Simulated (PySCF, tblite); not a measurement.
# C4H10AsB: dynamics, then NMR shifts on frames, part 2 of 2

tblite 0.8.0 and PySCF 2.14.0. Atoms count from 0. The steps go on from the part before.

## Step 5: Nuclear shieldings: 625 fs, PBE0/pcSseg-1

Job settings and geometry (Å):

```
{"job": {"kind": "nmr", "xc": "PBE0", "basis": "pcSseg-1", "pop": false}, "charge": 0, "multiplicity": 1}
As     2.289400    -1.155600     0.398600
B      0.577800    -0.071700     0.855700
C     -0.816000    -0.733500     1.338400
C     -1.275600    -1.203700    -0.077000
C     -2.681800    -0.517300     0.306500
C     -1.930700     0.270100     1.374100
H      3.188800     0.117200     0.692100
H      2.145700    -1.599600     1.958200
H      0.449000     1.144500     0.740300
H     -1.032900    -1.632000     2.017300
H     -1.355100    -2.263700    -0.313600
H     -0.886200    -0.732000    -0.964200
H     -3.239800     0.085700    -0.412000
H     -3.408900    -1.220200     0.731500
H     -1.720200     1.311700     1.093900
H     -2.347500     0.273400     2.398200
```

With the program's defaults for keys left out, this is: GIAO PBE0/pcSseg-1 NMR shielding, non-relativistic, gas phase.

The program printed:

```text
coarse grid: 57952 points
cycle   1  E = -2418.2816981789  dE = -4.381e-01  |g| = 7.292e-01  |ddm| = 3.532e+00
cycle   2  E = -2418.2719197623  dE =  9.778e-03  |g| = 5.965e-01  |ddm| = 7.404e-01
cycle   3  E = -2418.3192653010  dE = -4.735e-02  |g| = 1.483e-01  |ddm| = 5.713e-01
cycle   4  E = -2418.3245121088  dE = -5.247e-03  |g| = 2.994e-02  |ddm| = 1.699e-01
cycle   5  E = -2418.3246860804  dE = -1.740e-04  |g| = 5.704e-03  |ddm| = 2.813e-02
cycle   6  E = -2418.3246924524  dE = -6.372e-06  |g| = 1.454e-03  |ddm| = 7.274e-03
final grid: 122840 points
cycle   7  E = -2418.3246774345  dE =  1.578e-07  |g| = 1.807e-03  |ddm| = 4.201e-03
cycle   8  E = -2418.3246769824  dE =  4.521e-07  |g| = 2.334e-03  |ddm| = 4.297e-03
cycle   9  E = -2418.3246782863  dE = -1.304e-06  |g| = 1.007e-04  |ddm| = 2.246e-03
cycle  10  E = -2418.3246782888  dE = -2.588e-09  |g| = 2.365e-05  |ddm| = 1.272e-04
cycle  11  E = -2418.3246782890  dE = -1.164e-10  |g| = 3.307e-06  |ddm| = 1.887e-05
converged SCF energy = -2418.3246782890

GIAO shielding tensors (ppm)
atom      isotropic    diamagn.    paramagn.     s11        s22        s33       span
  0 As    1755.188    2876.851   -1121.663   1663.395   1687.417   1914.752    251.356
  1 B       14.480     189.320    -174.839    -64.464      4.796    103.108    167.572
  2 C      138.241     253.638    -115.397    109.048    143.488    162.186     53.138
  3 C      165.223     248.270     -83.047    125.519    171.026    199.123     73.604
  4 C      159.994     251.042     -91.048    144.141    156.972    178.869     34.728
  5 C      151.673     246.400     -94.726    129.749    146.194    179.078     49.329
  6 H       27.526      27.403       0.123     21.290     23.112     38.177     16.887
  7 H       27.144      26.493       0.651     20.122     25.178     36.131     16.009
  8 H       22.966      29.486      -6.520     16.688     24.091     28.120     11.432
  9 H       26.719      31.452      -4.733     23.827     26.591     29.738      5.911
 10 H       30.078      30.922      -0.845     25.636     27.814     36.783     11.147
 11 H       30.168      31.735      -1.566     26.699     30.849     32.957      6.258
 12 H       29.708      29.706       0.002     25.755     26.653     36.716     10.961
 13 H       29.067      29.930      -0.863     26.574     26.631     33.995      7.421
 14 H       29.200      29.795      -0.595     26.628     27.472     33.499      6.871
 15 H       28.796      29.075      -0.278     24.932     26.509     34.949     10.016
```

It took 21 s on 1 thread of Intel Xeon Platinum 8488C, shared host; peak memory 0.89 GiB.

This run: δ C2 48.7, C5 35.3, C4 26.9, C3 21.7, H8 8.75, H9 5.00 ppm.

## Step 6: Shielding tensors: 800 fs, PBE0/pcSseg-1

Job settings and geometry (Å):

```
{"job": {"kind": "nmr", "xc": "PBE0", "basis": "pcSseg-1", "pop": false}, "charge": 0, "multiplicity": 1}
As     2.615000    -1.361800     0.623700
B      1.218300    -0.350100     1.701700
C     -0.255400    -0.884500     1.498700
C     -1.105900    -0.465600     0.264900
C     -2.446100    -0.401100     1.050100
C     -1.560500    -0.234900     2.295500
H      3.880700    -0.530700     0.924100
H      2.751000    -2.513000     1.585800
H      1.316900     0.740200     2.028000
H     -0.370400    -1.924600     1.661800
H     -0.995700    -1.045800    -0.662700
H     -0.742500     0.545400    -0.110900
H     -3.223500     0.301800     0.752800
H     -2.887500    -1.386400     0.944500
H     -1.537000     0.853800     2.503200
H     -1.894100    -0.703500     3.179100
```

Level: GIAO PBE0/pcSseg-1 NMR shielding, non-relativistic, gas phase.

The program printed:

```text
coarse grid: 57952 points
cycle   1  E = -2418.2886015250  dE = -4.214e-01  |g| = 7.262e-01  |ddm| = 3.524e+00
cycle   2  E = -2418.2831430775  dE =  5.458e-03  |g| = 5.787e-01  |ddm| = 7.214e-01
cycle   3  E = -2418.3257553614  dE = -4.261e-02  |g| = 1.357e-01  |ddm| = 5.340e-01
cycle   4  E = -2418.3300191970  dE = -4.264e-03  |g| = 2.959e-02  |ddm| = 1.576e-01
cycle   5  E = -2418.3302134803  dE = -1.943e-04  |g| = 5.522e-03  |ddm| = 2.905e-02
cycle   6  E = -2418.3302196557  dE = -6.175e-06  |g| = 1.468e-03  |ddm| = 6.497e-03
final grid: 122840 points
cycle   7  E = -2418.3302487063  dE =  1.594e-07  |g| = 1.793e-03  |ddm| = 3.763e-03
cycle   8  E = -2418.3302483054  dE =  4.009e-07  |g| = 2.272e-03  |ddm| = 4.051e-03
cycle   9  E = -2418.3302495531  dE = -1.248e-06  |g| = 1.210e-04  |ddm| = 2.116e-03
cycle  10  E = -2418.3302495558  dE = -2.733e-09  |g| = 1.718e-05  |ddm| = 1.045e-04
cycle  11  E = -2418.3302495559  dE = -7.049e-11  |g| = 3.715e-06  |ddm| = 1.811e-05
converged SCF energy = -2418.3302495559

GIAO shielding tensors (ppm)
atom      isotropic    diamagn.    paramagn.     s11        s22        s33       span
  0 As    1740.196    2878.790   -1138.594   1572.607   1735.985   1911.994    339.387
  1 B       -8.349     193.255    -201.604   -107.304    -39.205    121.462    228.767
  2 C      144.989     249.230    -104.241    109.597    159.025    166.347     56.750
  3 C      150.145     247.164     -97.019    111.917    155.710    182.808     70.891
  4 C      165.559     253.304     -87.745    147.710    173.658    175.308     27.598
  5 C      145.997     248.375    -102.378    123.960    137.893    176.137     52.177
  6 H       27.676      28.031      -0.356     20.840     22.910     39.277     18.437
  7 H       28.137      28.655      -0.518     21.102     24.101     39.209     18.107
  8 H       21.941      30.841      -8.899     12.061     25.640     28.122     16.061
  9 H       29.738      33.164      -3.427     25.911     30.103     33.199      7.288
 10 H       29.433      31.832      -2.398     24.701     27.729     35.870     11.169
 11 H       28.313      31.493      -3.180     25.444     27.927     31.568      6.124
 12 H       30.150      30.549      -0.400     25.645     27.379     37.425     11.780
 13 H       29.965      31.234      -1.269     26.486     28.689     34.720      8.233
 14 H       28.597      29.784      -1.187     25.453     27.248     33.089      7.636
 15 H       29.860      29.572       0.287     26.085     26.923     36.571     10.486
```

It took 21 s on 1 thread of Intel Xeon Platinum 8488C, shared host; peak memory 0.89 GiB.

Key values: δ C2 41.9, C5 40.9, C3 36.8, C4 21.4, H8 9.78, H6 4.04 ppm.

## Step 7: NMR shieldings: 1000 fs, PBE0/pcSseg-1

Job settings and geometry (Å):

```
{"job": {"kind": "nmr", "xc": "PBE0", "basis": "pcSseg-1", "pop": false}, "charge": 0, "multiplicity": 1}
As     3.003600    -0.910800     0.952000
B      1.064600    -0.192400     0.855900
C     -0.286400    -1.037000     0.986700
C     -1.184300    -0.734000    -0.235600
C     -2.350000    -0.662300     0.734300
C     -1.394300    -0.312500     1.877900
H      3.532200     0.451100     1.075100
H      3.223900    -1.102500     2.439600
H      0.850800     0.983300     0.527800
H     -0.372300    -1.985600     1.383800
H     -1.285500    -1.478700    -1.158000
H     -1.034300     0.296600    -0.594300
H     -3.098200     0.153100     0.560600
H     -2.815300    -1.673800     0.841900
H     -1.241200     0.812700     2.013100
H     -1.567200    -0.589200     2.981600
```

With the program's defaults for keys left out, this is: GIAO PBE0/pcSseg-1 NMR shielding, non-relativistic, gas phase.

The program printed:

```text
coarse grid: 57952 points
cycle   1  E = -2418.2814081337  dE = -4.229e-01  |g| = 7.236e-01  |ddm| = 3.511e+00
cycle   2  E = -2418.2719783985  dE =  9.430e-03  |g| = 5.862e-01  |ddm| = 7.047e-01
cycle   3  E = -2418.3167971012  dE = -4.482e-02  |g| = 1.471e-01  |ddm| = 5.475e-01
cycle   4  E = -2418.3219580216  dE = -5.161e-03  |g| = 2.947e-02  |ddm| = 1.653e-01
cycle   5  E = -2418.3221241343  dE = -1.661e-04  |g| = 4.973e-03  |ddm| = 2.718e-02
cycle   6  E = -2418.3221283645  dE = -4.230e-06  |g| = 1.164e-03  |ddm| = 6.839e-03
final grid: 122840 points
cycle   7  E = -2418.3220834568  dE = -5.680e-08  |g| = 1.408e-03  |ddm| = 4.142e-03
cycle   8  E = -2418.3220833417  dE =  1.151e-07  |g| = 1.751e-03  |ddm| = 3.277e-03
cycle   9  E = -2418.3220838735  dE = -5.318e-07  |g| = 8.032e-05  |ddm| = 1.596e-03
cycle  10  E = -2418.3220838756  dE = -2.089e-09  |g| = 1.716e-05  |ddm| = 1.340e-04
cycle  11  E = -2418.3220838757  dE = -8.913e-11  |g| = 3.817e-06  |ddm| = 2.434e-05
converged SCF energy = -2418.3220838757

GIAO shielding tensors (ppm)
atom      isotropic    diamagn.    paramagn.     s11        s22        s33       span
  0 As    1857.109    2877.034   -1019.925   1683.956   1880.974   2006.397    322.441
  1 B       -5.706     189.508    -195.214   -104.746    -14.047    101.673    206.419
  2 C      139.808     250.099    -110.290     92.815    151.777    174.833     82.018
  3 C      152.494     243.921     -91.427    128.410    161.101    167.971     39.561
  4 C      148.099     251.354    -103.255    124.486    157.930    161.882     37.396
  5 C      148.890     253.121    -104.231    115.193    159.741    171.737     56.544
  6 H       29.312      29.714      -0.402     21.672     24.398     41.864     20.192
  7 H       28.607      28.521       0.085     21.671     23.501     40.648     18.977
  8 H       22.029      29.216      -7.187     13.428     24.181     28.477     15.050
  9 H       28.918      33.884      -4.966     26.488     27.767     32.499      6.011
 10 H       27.889      27.662       0.226     24.685     25.100     33.880      9.195
 11 H       28.982      30.401      -1.419     26.968     27.751     32.227      5.259
 12 H       28.138      28.324      -0.187     24.249     24.813     35.351     11.102
 13 H       28.002      29.017      -1.015     25.343     26.177     32.484      7.141
 14 H       28.493      30.721      -2.228     25.895     27.542     32.042      6.147
 15 H       28.513      28.918      -0.405     24.922     26.420     34.196      9.274
```

It took 21 s on 1 thread of Intel Xeon Platinum 8488C, shared host; peak memory 0.88 GiB.

In short: δ C2 47.1, C4 38.8, C5 38.0, C3 34.4, H8 9.69, H10 3.83 ppm.

## Step 8: Comparing the runs: NMR shifts

Shifts (ppm) of some atoms, chosen among heavy atoms and hydrogens apart, with basis size and wall time:

```tsv
frame	C2	C3	C4	H9	H12	As0	B1	functions	time
250 fs	30.2	28.8	18.7	3.36	0.90	331	109.4	176	27 s
425 fs	56.6	24.2	33.7	3.32	2.69	237	118.1	176	21 s
625 fs	48.7	21.7	26.9	5.00	2.01	234	85.6	176	21 s
800 fs	41.9	36.8	21.4	1.98	1.57	249	108.4	176	21 s
1000 fs	47.1	34.4	38.8	2.80	3.58	132	105.8	176	21 s
```

## Step 9: Outcome

The summary covers parts 1 to 2.

```
                                           quantity                                                            value
                                         thermostat                                                            600 K
                      mean temperature, second half                                                            582 K
            mean potential energy above the minimum                                                          1.07 eV
     13C shifts against TMS (PBE0/pcSseg-1, 250 fs)                                       43.9, 30.2, 28.8, 18.7 ppm
      1H shifts against TMS (PBE0/pcSseg-1, 250 fs)  10.61, 4.59, 3.36, 3.36, 3.14, 3.05, 2.38, 2.18, 1.88, 0.90 ppm
   75As shifts against AsH3 (PBE0/pcSseg-1, 250 fs)                                                          331 ppm
11B shifts against BF3·OEt2 (PBE0/pcSseg-1, 250 fs)                                                        109.4 ppm
              surface potential, 1st and 99th percentile                                               -0.70 V and 1.14 V
                          range of the shift of As0                                                   132 to 331 ppm
```

In the second half the potential energy averages 1.07 eV above the minimum; equipartition over 42 harmonic modes at 600 K would give 1.09 eV. With 16 atoms the temperature swings widely (277 to 769 K). Shifts at one fixed geometry are not the observed spectrum, which averages over the motion. In the first frame run (250 fs): Shielding is most anisotropic at As0 (span 674 ppm, paramagnetic term -1221 ppm). By nearest atom (PBE0/pcSseg-1), the HOMO sits on As0 44 %; B1 14 % and the LUMO on B1 52 %; H8 12 %. In ppm, As0 moves most: its shift spreads over 199 ppm, from 132 (1000 fs) to 331 (250 fs). Spin-orbit coupling is left out, which matters for shieldings and couplings at and beside the heavy atoms.
